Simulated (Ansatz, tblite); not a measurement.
**[WOS3]2- (WS3O (-2)): a ladder of methods and basis sets**

Aim: run the singlet of [WOS3]2- (WS3O (-2)) at one geometry on many levels, and compare frontier levels, spin and run time.

Method: as each input shows; program: Ansatz 0.2.0, Gaussian basis.

The runs, in order: GFN1-xTB, GFN2-xTB, PBE-D4/def2-TZVPD, r2SCAN-D4/def2-TZVPD, r2SCANh-D4/def2-TZVPD, PBE-QIDH/def2-TZVPD, B2PLYP/def2-TZVPD, HSE06-D4/def2-TZVPD, r2SCAN0-D4/def2-TZVPD, LC-ωPBE/def2-TZVPD, HF/def2-TZVPD, PBE-D4/def2-SVPD, PBE0-D4/def2-SVPD, CCSD(T)/def2-SVPD, MP2/def2-TZVPD, RPA/def2-TZVPD.

### Step 1. The structure

The singlet was relaxed beforehand with PBE0-D4/def2-SVPD.

5 atoms, charge -2, spin multiplicity 1.

Bond lengths: W1–O2 1.736 Å, W1–S3 2.244 Å, W1–S4 2.244 Å, W1–S5 2.244 Å. Angles: O2–W1–S3 108.1°, O2–W1–S4 108.1°, O2–W1–S5 108.1°, S3–W1–S4 110.9°, S3–W1–S5 110.9°, S4–W1–S5 110.9°.

Formally the metal is d0. W takes a core potential in the def2 sets. No spin-orbit coupling is included. The ion is computed in the gas phase, without counter-ions or solvent.

PBE0-D4/def2-TZVPD was run before; its log isn't repeated, and its numbers join the tables.

### Step 2. GFN1-xTB

Tight binding, by tblite at 300 K electronic temperature and without a spin-polarisation term:

```python
tblite.interface.Calculator('GFN1-xTB', numbers, positions, charge=-2, uhf=0).singlepoint()
```

Energy -503.7505 eV, HOMO -0.16 eV, LUMO 3.23 eV; 0.011 s.

### Step 3. GFN2-xTB

Tight binding, by tblite at 300 K electronic temperature and without a spin-polarisation term:

```python
tblite.interface.Calculator('GFN2-xTB', numbers, positions, charge=-2, uhf=0).singlepoint()
```

Energy -456.5907 eV, HOMO -1.58 eV, LUMO 0.95 eV; 0.006 s.

### Step 4. PBE-D4/def2-TZVPD

start.molden holds the orbitals of an earlier run on this state, given as this run's starting guess.

in.yaml

```yaml
crystal:
  periodic: [false, false, false]
  atoms:
    - {symbol: W, position_ang: [0.000329, -0.000607, 0.069993]}
    - {symbol: O, position_ang: [0.008707, -0.015705, 1.805811]}
    - {symbol: S, position_ang: [2.130321, 0.010141, -0.635514]}
    - {symbol: S, position_ang: [-1.073664, 1.850583, -0.604066]}
    - {symbol: S, position_ang: [-1.065703, -1.844401, -0.636224]}
basis:
  gaussian: {orbitals: def2-TZVPD, initial_orbitals: start.molden}
total_charge: -2
hamiltonian: {xc: pbe, dispersion: d4}
scf: {omitted_lower_state_checks: [starts]}
output: {orbitals: {seedname: orbitals}}
```

Launch:

```console
> ansatz run in.yaml --threads 4 --pin off --events-out ev --progress --plain --max-ram 3916MiB
```

After this run come: r2SCAN-D4/def2-TZVPD; r2SCANh-D4/def2-TZVPD; PBE-QIDH/def2-TZVPD; B2PLYP/def2-TZVPD; HSE06-D4/def2-TZVPD; r2SCAN0-D4/def2-TZVPD; LC-ωPBE/def2-TZVPD; HF/def2-TZVPD; PBE-D4/def2-SVPD; PBE0-D4/def2-SVPD; CCSD(T)/def2-SVPD; MP2/def2-TZVPD; RPA/def2-TZVPD.

Q: Predict the results of all the runs planned. Wanted: gap in def2-TZVPD, named functionals and Hartree-Fock, smallest and largest; correlation energy, CCSD(T)/def2-SVPD; correlation energy, MP2/def2-TZVPD; PBE0 total energy, smallest basis above largest.

The runs gave:

| quantity | value |
| --- | --- |
| gap in def2-TZVPD, named functionals and Hartree-Fock, smallest and largest | 2.44 eV (PBE-D4), 6.83 eV (LC-ωPBE) |
| correlation energy, CCSD(T)/def2-SVPD | -28.87 eV |
| correlation energy, MP2/def2-TZVPD | -33.83 eV |
| PBE0 total energy, smallest basis above largest | 13.59 eV (def2-SVPD, def2-TZVPD) |

What this shows: Orbital gaps of the named functionals and Hartree-Fock in def2-TZVPD span 2.44 eV (PBE-D4) to 6.83 eV (LC-ωPBE); exact exchange widens it. PBE-D4, r2SCAN-D4, r2SCANh-D4, PBE0-D4, r2SCAN0-D4, HSE06-D4 put the HOMO above zero; others here keep it below zero, so the sign hangs on the functional's self-interaction and doesn't show that the species is unbound.
